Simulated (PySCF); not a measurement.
**Ga, Ga⁺, Ga²⁺, Ga³⁺, Ga⁴⁺: ionisation energies and fine-structure interval with spin-orbit coupling**

Wanted: the ionisation energy and fine-structure interval of gallium, up a ladder of methods.

Method: two-component X2C-1e, generalised determinants. Code: PySCF 2.14.0.

**1. The system**

```
Element                                   : gallium (Z = 31)
Basis                                     : x2c-SVPall-2c
Hamiltonian                               : two-component X2C-1e, Gaussian nucleus, no Breit or QED terms; spin-orbit coupling, run by run: off; screened by Boettger's factors; bare
Core shells frozen in the correlated runs : [Ne] (for Ga)
State 1                                   : Ga: [Ar] 3d10 4s2 4p1; 4p1/2 filled at m_j = +1/2
State 2                                   : Ga 4p J=3/2: [Ar] 3d10 4s2 4p1; 4p3/2 filled at m_j = +3/2
State 3                                   : Ga⁺: [Ar] 3d10 4s2
State 4                                   : Ga²⁺: [Ar] 3d10 4s1; 4s1/2 filled at m_j = +1/2
State 5                                   : Ga³⁺: [Ar] 3d10
State 6                                   : Ga⁴⁺: [Ar] 3d9; 3d3/2 filled at m_j = -3/2, -1/2, +1/2, +3/2; 3d5/2 filled at m_j = -3/2, -1/2, +1/2, +3/2, +5/2
State 7                                   : Ga⁴⁺ 3d J=3/2: [Ar] 3d9; 3d3/2 filled at m_j = -1/2, +1/2, +3/2; 3d5/2 filled at m_j = -5/2, -3/2, -1/2, +1/2, +3/2, +5/2
Methods                                   : GHF, GMP2
```

The outer shells:

Ga [Ar] 3d10 4s2 4p1
```
[Ar] core
3d [↑↓][↑↓][↑↓][↑↓][↑↓]
4s [↑↓]
4p [↑ ][  ][  ]
```

Ga+ [Ar] 3d10 4s2
```
[Ar] core
3d [↑↓][↑↓][↑↓][↑↓][↑↓]
4s [↑↓]
```

Ga2+ [Ar] 3d10 4s1
```
[Ar] core
3d [↑↓][↑↓][↑↓][↑↓][↑↓]
4s [↑ ]
```

Ga3+ [Ar] 3d10
```
[Ar] core
3d [↑↓][↑↓][↑↓][↑↓][↑↓]
```

All steps ran in one process of a driver on top of PySCF, which takes the settings above as its task.

The integrals over 38 functions and the set-up took 0.37 s of CPU time.

**2. Ga: the ladder of methods**

GHF (spin-free):

What it wrote:

```text
cycle= 1 E= -1941.8286068554  delta_E= -1.94e+03  |FDS-SDF|= 0.00996
cycle= 2 E= -1941.8341813940  delta_E= -0.00557  |FDS-SDF|= 0.00529
cycle= 3 E= -1941.8352779629  delta_E= -0.0011  |FDS-SDF|= 0.00308
cycle= 4 E= -1941.8354997597  delta_E= -0.000222  |FDS-SDF|= 0.000507
cycle= 5 E= -1941.8355316928  delta_E= -3.19e-05  |FDS-SDF|= 0.000472
cycle= 6 E= -1941.8355745529  delta_E= -4.29e-05  |FDS-SDF|= 0.000454
cycle= 7 E= -1941.8357818558  delta_E= -0.000207  |FDS-SDF|= 0.000384
cycle= 8 E= -1941.8360540242  delta_E= -0.000272  |FDS-SDF|= 0.000466
cycle= 9 E= -1941.8360584022  delta_E= -4.38e-06  |FDS-SDF|= 0.000724
cycle= 10 E= -1941.8361030292  delta_E= -4.46e-05  |FDS-SDF|= 0.000397
cycle= 11 E= -1941.8361079133  delta_E= -4.88e-06  |FDS-SDF|= 0.000208
cycle= 12 E= -1941.8361093659  delta_E= -1.45e-06  |FDS-SDF|= 0.000105
cycle= 13 E= -1941.8361098643  delta_E= -4.98e-07  |FDS-SDF|= 2.38e-06
cycle= 14 E= -1941.8361098645  delta_E= -2.56e-10  |FDS-SDF|= 2.78e-06
```

It used 0.22 s of CPU time after the integrals (shared host).

Occupied spinors (without spin-orbit coupling the j labels only name the start):

```csv
spinor shell,electrons,mean energy (eV),weight of the nominal j,rms radius (bohr)
1s1/2,2,-10437.4,1.000,0.0561
2s1/2,2,-1340.3,1.000,0.236
2p1/2,2,-1162.6,0.781,0.211
2p3/2,4,-1162.6,0.891,0.211
3s1/2,2,-178.90,1.000,0.699
3p1/2,2,-123.03,0.751,0.737
3p3/2,4,-123.00,0.875,0.738
3d3/2,4,-31.648,0.820,0.903
3d5/2,6,-31.605,0.880,0.898
4s1/2,2,-11.756,0.997,2.65
4p1/2,1,-5.836,0.903,3.58
```

M_J = 1/2, ⟨J²⟩ = 1.054, ⟨L²⟩ = 2.037, ⟨S²⟩ = 0.762.

GMP2 (spin-free):

This step left no log, only its results.

It used 0.07 s of CPU time after the integrals (shared host).

With 21 electrons correlated and 6 very high virtual spinors dropped, the MP2 correlation energy is -0.31090 hartree. Largest pairs: 3d3/2-3d5/2 -0.0759, 3d5/2-3d5/2 -0.0481, 3d5/2-3p3/2 -0.0355, 3d3/2-3p3/2 -0.0242, 3d3/2-3d3/2 -0.0198.

GHF (screened spin-orbit):

What it wrote:

```text
cycle= 1 E= -1941.8809369790  delta_E= -1.94e+03  |FDS-SDF|= 0.0109
cycle= 2 E= -1941.8868459133  delta_E= -0.00591  |FDS-SDF|= 0.0053
cycle= 3 E= -1941.8879989041  delta_E= -0.00115  |FDS-SDF|= 0.00302
cycle= 4 E= -1941.8882088721  delta_E= -0.00021  |FDS-SDF|= 0.000628
cycle= 5 E= -1941.8882476466  delta_E= -3.88e-05  |FDS-SDF|= 0.000464
cycle= 6 E= -1941.8882878856  delta_E= -4.02e-05  |FDS-SDF|= 0.000434
cycle= 7 E= -1941.8884734501  delta_E= -0.000186  |FDS-SDF|= 0.000306
cycle= 8 E= -1941.8885850677  delta_E= -0.000112  |FDS-SDF|= 0.000204
cycle= 9 E= -1941.8885854858  delta_E= -4.18e-07  |FDS-SDF|= 9.96e-05
cycle= 10 E= -1941.8885934178  delta_E= -7.93e-06  |FDS-SDF|= 8.02e-05
cycle= 11 E= -1941.8885936970  delta_E= -2.79e-07  |FDS-SDF|= 2.3e-05
cycle= 12 E= -1941.8885937200  delta_E= -2.3e-08  |FDS-SDF|= 1.7e-06
cycle= 13 E= -1941.8885937202  delta_E= -1.63e-10  |FDS-SDF|= 2.34e-07
```

CPU time 0.21 s on a shared host, the integrals not counted.

The outer occupied spinors:

```csv
spinor shell,electrons,mean energy (eV),weight of the nominal j,rms radius (bohr)
2p3/2,4,-1153.3,1.000,0.212
3s1/2,2,-178.84,1.000,0.699
3p1/2,2,-125.68,1.000,0.731
3p3/2,4,-121.63,1.000,0.741
3d3/2,4,-31.894,0.998,0.899
3d5/2,6,-31.351,0.999,0.901
4s1/2,2,-11.726,0.997,2.65
4p1/2,1,-5.906,0.960,3.56
```

M_J = 1/2, ⟨J²⟩ = 0.883, ⟨L²⟩ = 2.038, ⟨S²⟩ = 0.764.

GMP2 (screened spin-orbit):

This step left no log, only its results.

CPU time 0.05 s on a shared host, the integrals not counted.

With 21 electrons correlated and 6 very high virtual spinors dropped, the MP2 correlation energy is -0.31101 hartree. Largest pairs: 3d3/2-3d5/2 -0.0747, 3d5/2-3d5/2 -0.0492, 3d5/2-3p3/2 -0.0350, 3d3/2-3p3/2 -0.0249, 3d3/2-3d3/2 -0.0199.

**3. Ga 4p J=3/2**

GHF (screened spin-orbit):

What it wrote:

```text
cycle= 1 E= -1941.8781640480  delta_E= -1.94e+03  |FDS-SDF|= 0.00801
cycle= 2 E= -1941.8815550952  delta_E= -0.00339  |FDS-SDF|= 0.00369
cycle= 3 E= -1941.8820198798  delta_E= -0.000465  |FDS-SDF|= 0.00202
cycle= 4 E= -1941.8821245335  delta_E= -0.000105  |FDS-SDF|= 0.000365
cycle= 5 E= -1941.8821325908  delta_E= -8.06e-06  |FDS-SDF|= 6.97e-05
cycle= 6 E= -1941.8821330580  delta_E= -4.67e-07  |FDS-SDF|= 1.5e-05
cycle= 7 E= -1941.8821331014  delta_E= -4.35e-08  |FDS-SDF|= 3.7e-06
cycle= 8 E= -1941.8821331024  delta_E= -9.94e-10  |FDS-SDF|= 2.73e-07
```

CPU time 0.15 s on a shared host, the integrals not counted.

Occupied spinors:

```csv
spinor shell,electrons,mean energy (eV),weight of the nominal j,rms radius (bohr)
1s1/2,2,-10437.3,1.000,0.0561
2s1/2,2,-1340.3,1.000,0.236
2p1/2,2,-1181.7,1.000,0.209
2p3/2,4,-1153.4,1.000,0.212
3s1/2,2,-178.96,1.000,0.699
3p1/2,2,-125.71,1.000,0.731
3p3/2,4,-121.79,1.000,0.741
3d3/2,4,-31.993,0.995,0.895
3d5/2,6,-31.477,0.997,0.903
4s1/2,2,-11.752,0.999,2.65
4p3/2,1,-5.639,1.000,3.61
```

M_J = 3/2, ⟨J²⟩ = 3.759, ⟨L²⟩ = 2.008, ⟨S²⟩ = 0.754.

GMP2 (screened spin-orbit):

The driver printed no log here.

It used 0.05 s of CPU time after the integrals (shared host).

With 21 electrons correlated and 6 very high virtual spinors dropped, the MP2 correlation energy is -0.31354 hartree. Largest pairs: 3d3/2-3d5/2 -0.0745, 3d5/2-3d5/2 -0.0495, 3d5/2-3p3/2 -0.0344, 3d3/2-3p3/2 -0.0244, 3d3/2-3d3/2 -0.0197.

GHF (bare spin-orbit):

What it wrote:

```text
cycle= 1 E= -1941.8854235503  delta_E= -1.94e+03  |FDS-SDF|= 0.00827
cycle= 2 E= -1941.8888617945  delta_E= -0.00344  |FDS-SDF|= 0.00373
cycle= 3 E= -1941.8893326667  delta_E= -0.000471  |FDS-SDF|= 0.00205
cycle= 4 E= -1941.8894353553  delta_E= -0.000103  |FDS-SDF|= 0.000383
cycle= 5 E= -1941.8894439010  delta_E= -8.55e-06  |FDS-SDF|= 7.07e-05
cycle= 6 E= -1941.8894443804  delta_E= -4.79e-07  |FDS-SDF|= 1.51e-05
cycle= 7 E= -1941.8894444233  delta_E= -4.29e-08  |FDS-SDF|= 3.67e-06
cycle= 8 E= -1941.8894444244  delta_E= -1.04e-09  |FDS-SDF|= 2.97e-07
```

CPU time 0.15 s on a shared host, the integrals not counted.

The outer occupied spinors:

```csv
spinor shell,electrons,mean energy (eV),weight of the nominal j,rms radius (bohr)
2p3/2,4,-1152.8,1.000,0.212
3s1/2,2,-178.96,1.000,0.699
3p1/2,2,-125.91,1.000,0.730
3p3/2,4,-121.70,1.000,0.741
3d3/2,4,-32.144,0.998,0.893
3d5/2,6,-31.382,0.999,0.904
4s1/2,2,-11.753,0.999,2.65
4p3/2,1,-5.638,1.000,3.61
```

M_J = 3/2, ⟨J²⟩ = 3.759, ⟨L²⟩ = 2.009, ⟨S²⟩ = 0.755.

**4. Ga⁺**

GHF (spin-free):

What it wrote:

```text
cycle= 1 E= -1941.6328475910  delta_E= -1.94e+03  |FDS-SDF|= 0.000109
cycle= 2 E= -1941.6328476202  delta_E= -2.91e-08  |FDS-SDF|= 7.07e-05
cycle= 3 E= -1941.6328476525  delta_E= -3.23e-08  |FDS-SDF|= 6.55e-06
cycle= 4 E= -1941.6328476528  delta_E= -2.89e-10  |FDS-SDF|= 1.29e-07
```

It used 0.12 s of CPU time after the integrals (shared host).

Occupied spinors (without spin-orbit coupling the j labels only name the start):

```csv
spinor shell,electrons,mean energy (eV),weight of the nominal j,rms radius (bohr)
1s1/2,2,-10445.8,1.000,0.0561
2s1/2,2,-1348.7,1.000,0.236
2p3/2,4,-1171.0,0.833,0.211
2p1/2,2,-1171.0,0.666,0.211
3s1/2,2,-187.29,1.000,0.699
3p3/2,4,-131.36,0.834,0.738
3p1/2,2,-131.36,0.668,0.738
3d5/2,6,-39.991,0.797,0.897
3d3/2,4,-39.991,0.696,0.897
4s1/2,2,-19.016,1.000,2.48
```

M_J = 0, ⟨J²⟩ = 0.000, ⟨L²⟩ = 0.000, ⟨S²⟩ = 0.000.

GMP2 (spin-free):

No log was kept for this step.

CPU time 0.06 s on a shared host, the integrals not counted.

With 20 electrons correlated and 6 very high virtual spinors dropped, the MP2 correlation energy is -0.30270 hartree. Largest pairs: 3d3/2-3d5/2 -0.0731, 3d5/2-3d5/2 -0.0488, 3d5/2-3p3/2 -0.0352, 3d3/2-3p3/2 -0.0245, 4s1/2-4s1/2 -0.0243.

GHF (screened spin-orbit):

What it wrote:

```text
cycle= 1 E= -1941.6827436026  delta_E= -1.94e+03  |FDS-SDF|= 0.00449
cycle= 2 E= -1941.6829064844  delta_E= -0.000163  |FDS-SDF|= 0.000657
cycle= 3 E= -1941.6829120995  delta_E= -5.62e-06  |FDS-SDF|= 0.000137
cycle= 4 E= -1941.6829123753  delta_E= -2.76e-07  |FDS-SDF|= 3.11e-05
cycle= 5 E= -1941.6829123824  delta_E= -7.04e-09  |FDS-SDF|= 1.15e-05
cycle= 6 E= -1941.6829123834  delta_E= -1.02e-09  |FDS-SDF|= 6.92e-08
```

It used 0.14 s of CPU time after the integrals (shared host).

The outer occupied spinors:

```csv
spinor shell,electrons,mean energy (eV),weight of the nominal j,rms radius (bohr)
2p1/2,2,-1190.0,1.000,0.209
2p3/2,4,-1161.7,1.000,0.212
3s1/2,2,-187.29,1.000,0.699
3p1/2,2,-134.03,1.000,0.731
3p3/2,4,-130.06,1.000,0.741
3d3/2,4,-40.304,1.000,0.893
3d5/2,6,-39.783,1.000,0.899
4s1/2,2,-19.017,1.000,2.48
```

M_J = 0, ⟨J²⟩ = 0.000, ⟨L²⟩ = 0.002, ⟨S²⟩ = 0.002.

GMP2 (screened spin-orbit):

This step left no log, only its results.

CPU time 0.05 s on a shared host, the integrals not counted.

With 20 electrons correlated and 6 very high virtual spinors dropped, the MP2 correlation energy is -0.30269 hartree. Largest pairs: 3d3/2-3d5/2 -0.0738, 3d5/2-3d5/2 -0.0489, 3d5/2-3p3/2 -0.0350, 3d3/2-3p3/2 -0.0249, 4s1/2-4s1/2 -0.0243.

**5. Ga²⁺**

GHF (spin-free):

What it wrote:

```text
cycle= 1 E= -1940.9421221497  delta_E= -1.94e+03  |FDS-SDF|= 0.00554
cycle= 2 E= -1940.9434385565  delta_E= -0.00132  |FDS-SDF|= 0.00234
cycle= 3 E= -1940.9435749899  delta_E= -0.000136  |FDS-SDF|= 0.00124
cycle= 4 E= -1940.9435904048  delta_E= -1.54e-05  |FDS-SDF|= 0.000131
cycle= 5 E= -1940.9435908330  delta_E= -4.28e-07  |FDS-SDF|= 2.38e-05
cycle= 6 E= -1940.9435908697  delta_E= -3.67e-08  |FDS-SDF|= 2.77e-06
cycle= 7 E= -1940.9435908701  delta_E= -4.57e-10  |FDS-SDF|= 1.08e-07
```

It used 0.14 s of CPU time after the integrals (shared host).

Occupied spinors (without spin-orbit coupling the j labels only name the start):

```csv
spinor shell,electrons,mean energy (eV),weight of the nominal j,rms radius (bohr)
1s1/2,2,-10457.9,1.000,0.0561
2s1/2,2,-1360.5,1.000,0.236
2p3/2,4,-1182.9,0.833,0.211
2p1/2,2,-1182.9,0.667,0.211
3s1/2,2,-199.15,1.000,0.699
3p1/2,2,-143.36,0.667,0.737
3p3/2,4,-143.36,0.833,0.737
3d5/2,6,-51.969,0.800,0.888
3d3/2,4,-51.969,0.700,0.888
4s1/2,1,-29.670,1.000,2.31
```

M_J = 1/2, ⟨J²⟩ = 0.750, ⟨L²⟩ = 0.000, ⟨S²⟩ = 0.750.

GMP2 (spin-free):

The driver printed no log here.

CPU time 0.06 s on a shared host, the integrals not counted.

With 19 electrons correlated and 6 very high virtual spinors dropped, the MP2 correlation energy is -0.26819 hartree. Largest pairs: 3d3/2-3d5/2 -0.0699, 3d5/2-3d5/2 -0.0469, 3d5/2-3p3/2 -0.0347, 3d3/2-3p3/2 -0.0240, 3d3/2-3d3/2 -0.0196.

GHF (screened spin-orbit):

What it wrote:

```text
cycle= 1 E= -1940.9920080174  delta_E= -1.94e+03  |FDS-SDF|= 0.00711
cycle= 2 E= -1940.9934851869  delta_E= -0.00148  |FDS-SDF|= 0.0024
cycle= 3 E= -1940.9936267228  delta_E= -0.000142  |FDS-SDF|= 0.00117
cycle= 4 E= -1940.9936413847  delta_E= -1.47e-05  |FDS-SDF|= 0.000306
cycle= 5 E= -1940.9936424802  delta_E= -1.1e-06  |FDS-SDF|= 2.81e-05
cycle= 6 E= -1940.9936425196  delta_E= -3.94e-08  |FDS-SDF|= 3.71e-06
cycle= 7 E= -1940.9936425203  delta_E= -6.88e-10  |FDS-SDF|= 1.65e-07
```

It used 0.14 s of CPU time after the integrals (shared host).

The outer occupied spinors:

```csv
spinor shell,electrons,mean energy (eV),weight of the nominal j,rms radius (bohr)
2p1/2,2,-1201.9,1.000,0.209
2p3/2,4,-1173.7,1.000,0.212
3s1/2,2,-199.15,1.000,0.699
3p1/2,2,-146.02,1.000,0.730
3p3/2,4,-142.06,1.000,0.740
3d3/2,4,-52.286,0.991,0.885
3d5/2,6,-51.759,0.994,0.889
4s1/2,1,-29.670,1.000,2.31
```

M_J = 1/2, ⟨J²⟩ = 0.750, ⟨L²⟩ = 0.002, ⟨S²⟩ = 0.752.

GMP2 (screened spin-orbit):

This step left no log, only its results.

It used 0.05 s of CPU time after the integrals (shared host).

With 19 electrons correlated and 6 very high virtual spinors dropped, the MP2 correlation energy is -0.26818 hartree. Largest pairs: 3d3/2-3d5/2 -0.0709, 3d5/2-3d5/2 -0.0467, 3d5/2-3p3/2 -0.0344, 3d3/2-3p3/2 -0.0244, 3d3/2-3d3/2 -0.0188.

**6. Ga³⁺: the ladder of methods**

GHF (spin-free):

What it wrote:

```text
cycle= 1 E= -1939.8570918318  delta_E= -1.94e+03  |FDS-SDF|= 0.000108
cycle= 2 E= -1939.8570918650  delta_E= -3.32e-08  |FDS-SDF|= 6.36e-05
cycle= 3 E= -1939.8570918915  delta_E= -2.65e-08  |FDS-SDF|= 6.14e-06
cycle= 4 E= -1939.8570918918  delta_E= -2.58e-10  |FDS-SDF|= 1.35e-07
```

CPU time 0.11 s on a shared host, the integrals not counted.

Occupied spinors (without spin-orbit coupling the j labels only name the start):

```csv
spinor shell,electrons,mean energy (eV),weight of the nominal j,rms radius (bohr)
1s1/2,2,-10471.3,1.000,0.0561
2s1/2,2,-1373.5,1.000,0.236
2p3/2,4,-1196.0,0.831,0.211
2p1/2,2,-1196.0,0.662,0.211
3s1/2,2,-212.11,1.000,0.699
3p1/2,2,-156.49,0.668,0.736
3p3/2,4,-156.49,0.834,0.736
3d5/2,6,-65.084,0.797,0.878
3d3/2,4,-65.084,0.696,0.878
```

M_J = 0, ⟨J²⟩ = 0.000, ⟨L²⟩ = 0.000, ⟨S²⟩ = 0.000.

GMP2 (spin-free):

This step left no log, only its results.

It used 0.07 s of CPU time after the integrals (shared host).

With 18 electrons correlated, the MP2 correlation energy is -0.25907 hartree. Largest pairs: 3d3/2-3d5/2 -0.0664, 3d5/2-3d5/2 -0.0448, 3d5/2-3p3/2 -0.0341, 3d3/2-3p3/2 -0.0235, 3d3/2-3d3/2 -0.0188.

GHF (screened spin-orbit):

What it wrote:

```text
cycle= 1 E= -1939.9069660539  delta_E= -1.94e+03  |FDS-SDF|= 0.00445
cycle= 2 E= -1939.9071236864  delta_E= -0.000158  |FDS-SDF|= 0.000616
cycle= 3 E= -1939.9071284958  delta_E= -4.81e-06  |FDS-SDF|= 0.000118
cycle= 4 E= -1939.9071286901  delta_E= -1.94e-07  |FDS-SDF|= 2.23e-05
cycle= 5 E= -1939.9071286938  delta_E= -3.65e-09  |FDS-SDF|= 8.86e-06
cycle= 6 E= -1939.9071286944  delta_E= -5.88e-10  |FDS-SDF|= 3.63e-08
```

It used 0.13 s of CPU time after the integrals (shared host).

The outer occupied spinors:

```csv
spinor shell,electrons,mean energy (eV),weight of the nominal j,rms radius (bohr)
2s1/2,2,-1373.5,1.000,0.236
2p1/2,2,-1215.0,1.000,0.209
2p3/2,4,-1186.8,1.000,0.212
3s1/2,2,-212.11,1.000,0.699
3p1/2,2,-159.16,1.000,0.730
3p3/2,4,-155.20,1.000,0.740
3d3/2,4,-65.396,1.000,0.874
3d5/2,6,-64.876,1.000,0.880
```

M_J = 0, ⟨J²⟩ = 0.000, ⟨L²⟩ = 0.002, ⟨S²⟩ = 0.002.

GMP2 (screened spin-orbit):

No log was kept for this step.

It used 0.05 s of CPU time after the integrals (shared host).

With 18 electrons correlated, the MP2 correlation energy is -0.25905 hartree. Largest pairs: 3d3/2-3d5/2 -0.0670, 3d5/2-3d5/2 -0.0449, 3d5/2-3p3/2 -0.0339, 3d3/2-3p3/2 -0.0239, 3d5/2-3p1/2 -0.0182.

**7. Ga⁴⁺, method by method**

GHF (spin-free):

What it wrote:

```text
cycle= 1 E= -1937.6093214535  delta_E= -1.94e+03  |FDS-SDF|= 0.0225
cycle= 2 E= -1937.6131675976  delta_E= -0.00385  |FDS-SDF|= 0.00822
cycle= 3 E= -1937.6136917174  delta_E= -0.000524  |FDS-SDF|= 0.00228
cycle= 4 E= -1937.6137406802  delta_E= -4.9e-05  |FDS-SDF|= 0.000196
cycle= 5 E= -1937.6137411966  delta_E= -5.16e-07  |FDS-SDF|= 3e-05
cycle= 6 E= -1937.6137412093  delta_E= -1.26e-08  |FDS-SDF|= 2.27e-06
cycle= 7 E= -1937.6137412093  delta_E= -6.59e-11  |FDS-SDF|= 1.51e-07
```

CPU time 0.14 s on a shared host, the integrals not counted.

Occupied spinors (without spin-orbit coupling the j labels only name the start):

```csv
spinor shell,electrons,mean energy (eV),weight of the nominal j,rms radius (bohr)
1s1/2,2,-10498.1,1.000,0.0561
2s1/2,2,-1400.9,1.000,0.236
2p3/2,4,-1223.0,0.833,0.211
2p1/2,2,-1224.2,0.667,0.211
3s1/2,2,-236.80,1.000,0.696
3p3/2,4,-179.80,0.833,0.728
3p1/2,2,-182.40,0.667,0.727
3d5/2,5,-89.385,0.760,0.826
3d3/2,4,-90.358,0.700,0.823
```

M_J = 5/2, ⟨J²⟩ = 8.751, ⟨L²⟩ = 6.001, ⟨S²⟩ = 0.750.

GMP2 (spin-free):

No log was kept for this step.

CPU time 0.05 s on a shared host, the integrals not counted.

With 17 electrons correlated, the MP2 correlation energy is -0.18108 hartree. Largest pairs: 3d3/2-3d5/2 -0.0385, 3d5/2-3p3/2 -0.0247, 3d5/2-3d5/2 -0.0223, 3d3/2-3p3/2 -0.0201, 3d3/2-3d3/2 -0.0135.

GHF (screened spin-orbit):

What it wrote:

```text
cycle= 1 E= -1937.6660866615  delta_E= -1.94e+03  |FDS-SDF|= 0.0228
cycle= 2 E= -1937.6701073545  delta_E= -0.00402  |FDS-SDF|= 0.00816
cycle= 3 E= -1937.6706250317  delta_E= -0.000518  |FDS-SDF|= 0.00234
cycle= 4 E= -1937.6706758591  delta_E= -5.08e-05  |FDS-SDF|= 0.000199
cycle= 5 E= -1937.6706763884  delta_E= -5.29e-07  |FDS-SDF|= 3.03e-05
cycle= 6 E= -1937.6706764013  delta_E= -1.28e-08  |FDS-SDF|= 2.43e-06
cycle= 7 E= -1937.6706764014  delta_E= -7.59e-11  |FDS-SDF|= 1.71e-07
```

It used 0.14 s of CPU time after the integrals (shared host).

The outer occupied spinors:

```csv
spinor shell,electrons,mean energy (eV),weight of the nominal j,rms radius (bohr)
2s1/2,2,-1400.9,1.000,0.236
2p1/2,2,-1242.7,0.999,0.209
2p3/2,4,-1213.9,1.000,0.212
3s1/2,2,-236.78,1.000,0.696
3p1/2,2,-184.67,0.956,0.721
3p3/2,4,-178.69,0.978,0.731
3d3/2,4,-90.647,0.841,0.821
3d5/2,5,-89.171,0.872,0.828
```

M_J = 5/2, ⟨J²⟩ = 8.751, ⟨L²⟩ = 6.003, ⟨S²⟩ = 0.752. Rows whose weight is well below 1 mix j = l ± 1/2: exchange competes with spin-orbit coupling there.

GMP2 (screened spin-orbit):

This step left no log, only its results.

It used 0.05 s of CPU time after the integrals (shared host).

With 17 electrons correlated, the MP2 correlation energy is -0.18100 hartree. Largest pairs: 3d3/2-3d5/2 -0.0406, 3d5/2-3p3/2 -0.0243, 3d5/2-3d5/2 -0.0215, 3d3/2-3p3/2 -0.0205, 3p1/2-3p3/2 -0.0132.

(Part 1 of 2 ends here.)
